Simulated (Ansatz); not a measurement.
Working through the orbital character of the bands of RbIO3, space group R3m

Computed with Ansatz 0.2.0, Python API.

Contents of `rbio3.xyz`:
```text
5
Lattice="3.18772893 1.84043615 2.62211072 -3.18772893 1.84043615 2.62211072 0.0 -3.68087231 2.62211072" Properties=species:S:1:pos:R:3 pbc="T T T"
Rb   -0.00000000   -0.00000000    4.05621872
I    -0.00000000   -0.00000000    0.00826122
O    -1.80237088    1.04059931    1.76994270
O    -0.00000000   -2.08119863    1.76994270
O     1.80237088    1.04059931    1.76994270
```

The cells in order, each with its output:

```python
from pathlib import Path

import ansatz as az
import pandas as pd
```

```python
system = az.Crystal.from_extxyz("rbio3.xyz")

points = {"H_0": (0.5, -0.4951, 0.4951), "L": (0.5, 0.0, 0.0), "G": (0.0, 0.0, 0.0), "S_0": (0.49755, -0.49755, 0.0)}
setup = (
    system.calculation()
    .kpoints(mesh=(5, 5, 5), shift=0.5)
    .functional(az.Functional.PBESOL)
    .accuracy("low")
    .scf(extra_bands=6, lower_state_search="standard")
    .basis(530, density_ratio=8)
    .occupations(az.OccupationsMethod.FIXED)
    .band_structure(list(points.values()), intervals=1)
    .fat_bands()
)
res = setup.run(threads=1)
r = res.report
```

    

```python
r["n_iterations"], r["closed_by"]
```

    (6, 'deck_thresholds')

```python
r["converged"], r["free_energy_ev"]
```

    (True, -12329.14134814915)

```python
sorted(key for key in r if key.endswith("_ev"))
```

    ['band_edges_ev', 'eigenvalues_ev', 'energy_sigma0_ev', 'entropy_ts_ev', 'fermi_energy_ev',
     'free_energy_ev', 'gap_by_band_count_ev', 'harris_foulkes_ev', 'internal_energy_ev',
     'lagrangian_ev', 'lagrangian_sigma0_ev', 'loop_eigenvalues_ev', 'loop_fermi_energy_ev',
     'occupations_fermi_energy_ev', 'residual_norms_ev']

```python
file = Path(res.write_results("results")) / "fatbands.tsv"
names = file.read_text().splitlines()[0].lstrip("# ").split("\t")
table = pd.read_csv(file, sep="\t", comment="#", names=names)
near = table[table.e_minus_ef.abs() < 3]
for ik, label in enumerate(points):
    print(label)
    for _, row in near[near.ik == ik].iterrows():
        main = row[names[4:]].astype(float).nlargest(2)
        print(f"   band {int(row.band):3d} {row.e_minus_ef:7.3f} eV  " + ", ".join(f"{k} {v:.2f}" for k, v in main.items()))
```

    H_0
       band  16  -2.368 eV  o4_l1_2P 0.40, o2_l1_2P 0.26
       band  17  -2.367 eV  o2_l1_2P 0.36, o3_l1_2P 0.36
       band  18  -0.969 eV  o2_l1_2P 0.43, o3_l1_2P 0.43
       band  19  -0.969 eV  o4_l1_2P 0.55, o2_l1_2P 0.18
       band  20  -0.563 eV  o4_l1_2P 0.33, o2_l1_2P 0.33
       band  21  -0.000 eV  i1_l1_5P 0.23, o2_l1_2P 0.20
       band  22   2.778 eV  i1_l1_5P 0.58, o4_l1_2P 0.10
       band  23   2.779 eV  i1_l1_5P 0.58, o2_l1_2P 0.10
    L
       band  16  -1.893 eV  o4_l1_2P 0.45, o2_l1_2P 0.25
       band  17  -1.845 eV  o2_l1_2P 0.33, o3_l1_2P 0.33
       band  18  -1.422 eV  o4_l1_2P 0.61, o2_l1_2P 0.16
       band  19  -1.365 eV  o2_l1_2P 0.46, o3_l1_2P 0.46
       band  20  -1.114 eV  o4_l1_2P 0.41, o2_l1_2P 0.28
       band  21  -1.030 eV  o4_l1_2P 0.47, o2_l1_2P 0.18
    G
       band  16  -1.558 eV  o2_l1_2P 0.37, o3_l1_2P 0.32
       band  17  -1.558 eV  o4_l1_2P 0.37, o3_l1_2P 0.32
       band  18  -1.252 eV  o4_l1_2P 0.44, o2_l1_2P 0.38
       band  19  -1.252 eV  o3_l1_2P 0.50, o2_l1_2P 0.27
       band  20  -1.242 eV  o2_l1_2P 0.30, o3_l1_2P 0.30
       band  21  -1.096 eV  o2_l1_2P 0.33, o3_l1_2P 0.33
    S_0
       band  16  -2.340 eV  o2_l1_2P 0.30, o4_l1_2P 0.30
       band  17  -2.164 eV  o3_l1_2P 0.37, o2_l1_2P 0.28
       band  18  -1.336 eV  o2_l1_2P 0.35, o4_l1_2P 0.35
       band  19  -1.323 eV  o3_l1_2P 0.35, o2_l1_2P 0.29
       band  20  -0.695 eV  o2_l1_2P 0.43, o4_l1_2P 0.43
       band  21  -0.474 eV  o2_l1_2P 0.26, o4_l1_2P 0.26

Reading the output:
- These settings explore the input space; cutoff and mesh may be short of convergence.
- Semilocal gaps usually lie well under measured ones.
- With fixed filling the reported Fermi level is the top filled level among the k-points of the SCF.
- This mesh misses the zone centre, where many direct gaps lie, so the gap can be several times too large.
- This cell is a computed structure, which may not be the phase found in nature.
- Levels are Kohn-Sham eigenvalues on this mesh, without spin-orbit coupling.
- Energies are less the Fermi level and bands count from 0. Only the largest channels are printed, equivalent atoms hold more, and in degenerate sets the split between sites is arbitrary; shells that the potentials lack have no channel.
- It ran for 8.2 s on 1 thread of Arm Neoverse V2, with other jobs on the host, peak memory 0.49 GiB.

(Lines on the test bed's own set-up are left out of the output.)
